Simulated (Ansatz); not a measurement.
# CrSb2C3: one candidate of a structure search

Aim: relax a trial structure of CrSb2C3 and see where it ends.

Computed with Ansatz 0.2.0 (DFT PBE, scalar-relativistic, plane waves, PAW, unless a step's input says otherwise).

### 1 Starting point

The structure is hexagonal, space group P6mm (No. 183). The conventional cell has a = 4.576 Å, b = 4.576 Å, c = 7.091 Å, α = 90.00°, β = 90.00°, γ = 120.00°. Cr (site symmetry 6mm) is surrounded by 6 C at 2.34 Å. Around Sb (site symmetry 3m) lie 3 Sb at 2.64 Å and 3 C at 2.69 Å. C (site symmetry 2mm) has 4 C at 2.29 Å and 2 Cr at 2.34 Å and 2 Sb at 2.69 Å in its first shell of neighbours.

Structure file:

```xyz
6
Lattice="4.5758 0.0000 0.0000 -2.2879 3.9627 0.0000 0.0000 0.0000 7.0910" Properties=species:S:1:pos:R:3 pbc="T T T"
Cr    0.0000    0.0000    3.0870
Sb    0.0000    2.6418    5.9003
Sb    2.2879    1.3209    5.9003
C     2.2879    0.0000    3.5548
C    -1.1439    1.9814    3.5548
C     1.1439    1.9814    3.5548
```

The cell is invented: random cell by space group and Wyckoff sites (P6mm, No. 183). Lengths come from tabulated atomic sizes and are only a guess.

### 2 A first look at the guess

The input, input.yaml:

```yaml
crystal:
  lattice:
    - [4.57577367, 0.0, 0.0]
    - [-2.28788683, 3.96273624, 0.0]
    - [0.0, 0.0, 7.0910211]
  atoms:
    - { symbol: Cr, position: [0.0, 0.0, 0.43534551], spin: 3.0 }
    - { symbol: Sb, position: [0.33333333, 0.66666667, 0.83207859] }
    - { symbol: Sb, position: [0.66666667, 0.33333333, 0.83207859] }
    - { symbol: C, position: [0.5, 0.0, 0.50131039] }
    - { symbol: C, position: [0.0, 0.5, 0.50131039] }
    - { symbol: C, position: [0.5, 0.5, 0.50131039] }
basis:
  ecutwfc: 420
kpoints:
  mp_grid: { grid: [6, 6, 4] }
hamiltonian:
  xc: pbe
scf:
  occupations: { method: gaussian, width: 0.1 }
  lower_state_search: "off"
output:
  forces: true
  stress: true
  eigenvalues: true
  populations: true
magnetization:
  spin_polarized: true
```

On the command line:

```bash
$ ansatz run input.yaml --threads 1 --pin off --max-ram 2560MiB --backend cpu --events-out ev --progress --plain --runs-dir out
```

The session goes on with these runs: rough relaxation on the coarse mesh; full relaxation.

**Question.** What will these runs give? Wanted: conventional cell; volume; energy over the elements; gap on the mesh; total moment.

The runs gave:

```
                              quantity                                                                       value
symmetry at the end (tolerance 0.05 Å)                                                  space group P6mm (No. 183)
                     conventional cell  a = 4.874 Å, b = 4.874 Å, c = 5.170 Å, α = 90.00°, β = 90.00°, γ = 120.00°
                                volume                                                               17.73 Å³/atom
              energy over the elements                                                               +2.22 eV/atom
                       gap on the mesh                                                                none (metal)
                          total moment                                                                3.68 μB/cell
```

What this shows: The space group P6mm (No. 183) is kept, and the volume per atom shrinks by 17.3 % from the first guess. The formation energy is positive, so the separate elements lie lower. No finished test with a distortion of lower symmetry is shown, so the end may be a saddle point. The runs treat Sb without spin-orbit coupling. Layers here are held mostly by dispersion, which this level lacks, so their spacing and the stiffness across them are unreliable there. Other magnetic orders were not searched.
